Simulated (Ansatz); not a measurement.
# UB2PLYP/STO-3G run of BHClO (SMILES O[B]Cl)

Aim: the electronic atomisation energy of BHClO at UB2PLYP/STO-3G, from 5 runs. 

The calculation is run with Ansatz 0.2.0.

62 further runs of the same task are left out: 62 set aside as unsound or not needed.

### Step 1. The system as given

BHClO: 4 atoms, total charge 0, spin state doublet. SMILES: `O[B]Cl`. Geometry: relaxed at PBE0-D4/def2-TZVP.

Bond lengths: O1–B2 1.334 Å, B2–Cl3 1.740 Å, O1–H4 0.961 Å. Angles: O1–B2–Cl3 122.2°, B2–O1–H4 113.5°.

### Step 2. The energy at UB2PLYP/STO-3G

Input file run.yaml:

```yaml
basis:
  gaussian:
    orbitals: STO-3G
crystal:
  periodic: [false, false, false]
  atoms:
    - {symbol: O, position_ang: [0.545600, 0.191100, -0.589300]}
    - {symbol: B, position_ang: [-0.429900, 0.065600, 0.312600]}
    - {symbol: Cl, position_ang: [-0.557200, -1.323200, 1.352900]}
    - {symbol: H, position_ang: [0.497000, 1.006200, -1.096500]}
magnetization:
  spin_polarized: true
  initial_magnetization: 1
correlation:
  frozen_orbitals: {B: 1, Cl: 5, H: 0, O: 1}
accuracy: high
hamiltonian:
  xc: {name: B2PLYP}
```

Started as:

```bash
$ ansatz run run.yaml --threads 1 --pin off --max-ram 2610MiB --events-out events.jsonl --progress --plain --runs-dir runs
```

The program printed:

```text
Warning: RAYON_NUM_THREADS=1 ignored (pool sized by the plan → 1); use --threads N
Functional definition: B2PLYP
  name "B2PLYP"
  parameter a = 0.53
  parameter c = 0.27
  exchange = (1 - a)*b88_x + a*exact_x
  correlation = (1 - c)*lyp_c + c*(mp2_os + mp2_ss)
349 factors; integrals over basis functions are off by at most 3.1e-8 eV
mean field evaluation 1: about -15078.3632 eV, gradient 1.2e1 eV
mean field evaluation 2: about -15078.3871 eV, gradient 1.2e1 eV
mean field evaluation 4: about -15079.6059 eV, gradient 1.7e0 eV
mean field evaluation 8: about -15079.6423 eV, gradient 6.2e-2 eV
mean field evaluation 16: about -15079.6424 eV, gradient 4.2e-6 eV
mean field -15079.64235587 eV, -554.1666352295 hartree, gradient 6.1e-8 eV, S^2 0.753011; 0 other end points of the search recorded, 0 dependent functions left out
7 core orbitals not correlated: weight in the atoms' cores, before any rotation towards them, 1.000 or more for the frozen orbitals, at most 0.000 for the correlated occupied ones
reference -15079.64237199 eV, -554.1666358221 hartree; 9, 8 occupied and 4, 5 virtual orbitals, 349 factors
second order -2.92655169 eV of doubles, -0.00000000 eV of singles
Total energy: -15080.43254095 eV, -554.1956739957 hartree
```

It took 1.8 s on 1 thread of Arm Neoverse V1, shared host; peak memory 0.13 GiB.

### Step 3. The B atom, same level

Input file in.yaml:

```yaml
crystal:
  periodic: [false, false, false]
  atoms:
    - symbol: B
      position_ang: [0.000000, 0.000000, 0.000000]
basis:
  gaussian:
    orbitals: STO-3G
correlation:
  frozen_orbitals: {B: 1}
accuracy: high
magnetization:
  spin_polarized: true
  initial_magnetization: 1
hamiltonian:
  xc: {name: B2PLYP}
```

Run the same way, it converges to -24.24577 Eh (log not shown).

### Step 4. The Cl atom

Input file job.yaml:

```yaml
crystal:
  periodic: [false, false, false]
  atoms:
    - {symbol: Cl, position_ang: [0.000000, 0.000000, 0.000000]}
basis:
  gaussian:
    orbitals: STO-3G
magnetization:
  spin_polarized: true
  initial_magnetization: 1
correlation:
  frozen_orbitals: {Cl: 5}
hamiltonian:
  xc: {name: B2PLYP}
accuracy: high
```

Run the same way, it converges to -454.96851 Eh (log not shown).

### Step 5. The H atom

Input file molecule.yaml:

```yaml
crystal:
  periodic: [false, false, false]
  atoms:
    - {symbol: H, position_ang: [0.000000, 0.000000, 0.000000]}
basis:
  gaussian:
    orbitals: STO-3G
magnetization:
  spin_polarized: true
  initial_magnetization: 1
hamiltonian:
  xc: {name: B2PLYP}
correlation:
  frozen_orbitals: {H: 0}
accuracy: high
```

Started as:

```bash
$ ansatz run molecule.yaml --threads 1 --pin off --max-ram 2610MiB --events-out events.jsonl --progress --plain --runs-dir runs
```

The program printed (excerpt; [...] marks lines left out):

```text
Warning: RAYON_NUM_THREADS=1 ignored (pool sized by the plan → 1); use --threads N
[... 6 set-up lines as earlier in the session ...]
1 factors; integrals over basis functions are off by at most 4.6e-10 eV
mean field evaluation 1: about -12.6472 eV, gradient 0.0e0 eV
mean field evaluation 2: about -12.6472 eV, gradient 0.0e0 eV
mean field -12.64721158 eV, -0.4647764528 hartree, gradient 0.0e0 eV, S^2 0.750000; 0 other end points of the search recorded, 0 dependent functions left out
reference -12.64722010 eV, -0.4647767659 hartree; 1, 0 occupied and 0, 1 virtual orbitals, 1 factors
second order 0.00000000 eV of doubles, 0.00000000 eV of singles
Total energy: -12.64722010 eV, -0.4647767659 hartree
```

It took 0.08 s on 1 thread of Arm Neoverse V1, shared host.

### Step 6. The O atom at the same level

Input file in.yaml:

```yaml
crystal:
  periodic: [false, false, false]
  atoms:
    - symbol: O
      position_ang: [0.000000, 0.000000, 0.000000]
basis:
  gaussian:
    orbitals: STO-3G
hamiltonian:
  xc: {name: B2PLYP}
magnetization:
  spin_polarized: true
  initial_magnetization: 2
accuracy: high
correlation:
  frozen_orbitals: {O: 1}
```

Started as:

```bash
$ ansatz run in.yaml --threads 1 --pin off --max-ram 2610MiB --events-out events.jsonl --progress --plain --runs-dir runs
```

The program printed (excerpt; [...] marks lines left out):

```text
Warning: RAYON_NUM_THREADS=1 ignored (pool sized by the plan → 1); use --threads N
[... 6 set-up lines as earlier in the session ...]
15 factors; integrals over basis functions are off by at most 1.1e-9 eV
mean field evaluation 1: about -2012.7424 eV, gradient 6.0e-12 eV
mean field evaluation 2: about -2012.7429 eV, gradient 5.9e-12 eV
mean field -2012.74293129 eV, -73.9669384388 hartree, gradient 0.0e0 eV, S^2 2.000000; 0 other end points of the search recorded, 0 dependent functions left out
1 core orbitals not correlated: weight in the atoms' cores, before any rotation towards them, 1.000 or more for the frozen orbitals, at most 0.000 for the correlated occupied ones
reference -2012.74293782 eV, -73.9669386789 hartree; 4, 2 occupied and 0, 2 virtual orbitals, 15 factors
second order 0.00000000 eV of doubles, 0.00000000 eV of singles
Total energy: -2012.74293782 eV, -73.9669386789 hartree
```

Run time: 0.18 s. Hardware: 1 thread of Arm Neoverse V1, shared host.

### Step 7. What came out

Level: UB2PLYP/STO-3G, 7 core orbitals frozen.

```
                     quantity          value
       molecule: total energy  -554.19567 Eh
               molecule: ⟨S²⟩          0.753
         B atom: total energy   -24.24577 Eh
                 B atom: ⟨S²⟩          0.750
        Cl atom: total energy  -454.96851 Eh
                Cl atom: ⟨S²⟩          0.750
         H atom: total energy    -0.46478 Eh
                 H atom: ⟨S²⟩          0.750
         O atom: total energy   -73.96694 Eh
                 O atom: ⟨S²⟩          2.000
electronic atomisation energy      14.958 eV
```

Taking the molecule apart into free atoms costs 14.96 eV (345 kcal/mol), before zero-point energy and without spin-orbit coupling. In a minimal basis such a difference can be off by several eV, whatever the method.
